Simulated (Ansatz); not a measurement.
Crystal: MoIr4.

```
CELL_PARAMETERS angstrom
1.37422 0.79341 11.30610
-1.37422 0.79341 11.30610
0.00000 -1.58681 11.30610
ATOMIC_POSITIONS crystal
Ir 0.60030 0.60030 0.60030
Ir 0.19932 0.19932 0.19932
Ir 0.80068 0.80068 0.80068
Ir 0.39970 0.39970 0.39970
Mo 0.00000 0.00000 0.00000
```

The cell comes from a database or a generator and needn't be the stable form of this composition.

Base run:

```yaml
Program: Ansatz 0.2.0
Functional: RPBE
Potentials_or_basis: Ansatz PAW
Cutoff: "420 eV (not typed: the program's choice for these potentials)"
k_mesh: 11 × 11 × 11
Occupations: fermi-dirac, width 0.05 eV
Spin: no spin polarisation
```

Its results: band gap on the k mesh none (metal or under the smearing width); pressure 2.3 GPa; largest force 0.067 eV/Å.

Task: The run is repeated on the same cell with these changes: functional from RPBE to r2SCAN; cutoff from 420 eV (not typed: the program's choice for these potentials) to 500 eV (not typed: the program's choice for these potentials). What comes out?

Result: Band gap on the k mesh none (metal or under the smearing width); pressure -7.9 GPa; largest force 0.071 eV/Å.

Caveats: the PAW data sets come from PBE, with cores solved anew for the run's functional, which leaves a small shift of forces and pressure.
